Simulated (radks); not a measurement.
# Polarisabilities and dispersion coefficients of B, B⁺, B²⁺ and others

Aim: static dipole polarisabilities and C6 coefficients, each species in its NIST ground configuration. After each ground state the linear response is solved; its values go to the run's result record, not to the log. Response by self-consistent Sternheimer equations with the Hartree and adiabatic LDA kernel.

Method: non-relativistic Kohn-Sham, LB94 model potential, spin-polarised, spherical densities, point nucleus; open shells are filled with parallel spins first. Code: radks (a radial shooting solver on a logarithmic mesh, Libxc functionals) version 1.

**1. What is computed**

| Item | Value |
| --- | --- |
| species | B ([He] 2s2 2p1), B⁺ ([He] 2s2), B²⁺ ([He] 2s1), B³⁺ ([He]), B⁴⁺ (1s1) |

LB94 adds a gradient term to the LDA potential that gives it a −1/r tail. It is a model potential with no energy functional, so Etot and Exc are not given.

**2. B, [He] 2s2 2p1**

The run's settings:

```text
Z 5
configuration [He] 2s2 2p1
relativity non-relativistic
functional lda,pw
model_potential LB94
spin polarised
nucleus point
response adiabatic LDA kernel
```

**3. B⁺, [He] 2s2**

Input: that of step 2 with these lines changed.

```diff
@@ -1,3 +1,3 @@
 Z 5
-configuration [He] 2s2 2p1
+configuration [He] 2s2
 relativity non-relativistic
```

**4. B²⁺, [He] 2s1**

Input: that of step 3 with these lines changed.

```diff
@@ -1,3 +1,3 @@
 Z 5
-configuration [He] 2s2
+configuration [He] 2s1
 relativity non-relativistic
```

**5. B³⁺, [He]**

Input: that of step 4 with these lines changed.

```diff
@@ -1,3 +1,3 @@
 Z 5
-configuration [He] 2s1
+configuration [He]
 relativity non-relativistic
```

**6. B⁴⁺, 1s1**

Input: that of step 5 with these lines changed.

```diff
@@ -1,3 +1,3 @@
 Z 5
-configuration [He]
+configuration 1s1
 relativity non-relativistic
```

Before running it: what results should come out? Wanted: for each run, species; −ε(HOMO); α; α uncoupled; C6; C8; recommended α.

The runs gave:

```tsv
species	−ε(HOMO) (eV)	α (bohr³)	α uncoupled (bohr³)	C6 (hartree bohr⁶)	C8 (hartree bohr⁸)	recommended α (bohr³)
B	8.051	21.12	33.18	98.78	-	20.5
B⁺	24.064	10.93	21.33	28.86	540.6	-
B²⁺	37.492	7.245	8.662	9.241	81.77	-
B³⁺	251.55	0.02021	0.02110	0.002704	0.002737	-
B⁴⁺	329.43	0.007469	0.007459	0.0004384	0.0003467	-
```

**Reading.** Uncoupled leaves out the potential induced by the response; C6 and C8 are for like pairs. B is the most polarisable and B⁴⁺ the least, a factor 2828 apart. For the pair B–B⁴⁺ the Casimir-Polder integral gives C6 = 0.07406, the rule 2·Ca·Cb/(Ca·αb/αa + Cb·αa/αb) on the like-pair values 0.06795. Against the recommended values (Schwerdtfeger and Nagle, 2023 table) the misses are B +3 %. C8 is given only where no p, d or f shell is open.
